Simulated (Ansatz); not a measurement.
**The tin atom: how energies converge with the basis set**

The task here is to estimate one member of a computed series from the others.

Program: Ansatz 0.2.0, Gaussian basis. Level of theory: one geometry, several basis sets. These are calculated values, not measurements.

Levels to be run: PBE0/def2-SVP; ωB97M-V/def2-SVP; PBE0/def2-QZVPP; ωB97M-V/def2-QZVPP; the functionals' def2-TZVPP values are taken from earlier runs.

**The atom**

1 atom, charge 0, spin multiplicity 3.

Sn takes the def2 core potential; no spin-orbit term is included.

Set-up of the first run:

File in.yaml:

```yaml
crystal:
  periodic: [false, false, false]
  atoms:
    - {symbol: Sn, position_ang: [0.000000, 0.000000, 0.000000]}
basis:
  gaussian: {orbitals: def2-SVP}
magnetization: {spin_polarized: true, initial_magnetization: 2}
hamiltonian: {xc: pbe0}
output: {orbitals: {seedname: orbitals}}
```

Steps of the session up to this table: PBE0 in def2-SVP; ωB97M-V in def2-SVP; PBE0 in def2-QZVPP; ωB97M-V in def2-QZVPP.

One table of the session follows, with a row left open; its other results are not shown here.

It belongs to the step «Density functionals: the series». 

```
functional       basis  HOMO (eV)  LUMO (eV)
      PBE0    def2-SVP      -4.99      -3.17
      PBE0  def2-TZVPP      -5.02      -3.20
      PBE0  def2-QZVPP          ?          ?
   ωB97M-V    def2-SVP      -6.80      -1.12
   ωB97M-V  def2-TZVPP      -6.86      -1.22
   ωB97M-V  def2-QZVPP      -6.87      -1.25
```

**Question.** Estimate the row for PBE0, def2-QZVPP.

**Answer.** HOMO (eV): -5.03; LUMO (eV): -3.20. In the column «HOMO (eV)» it lies between ωB97M-V, def2-SVP (-6.80) and PBE0, def2-TZVPP (-5.02).
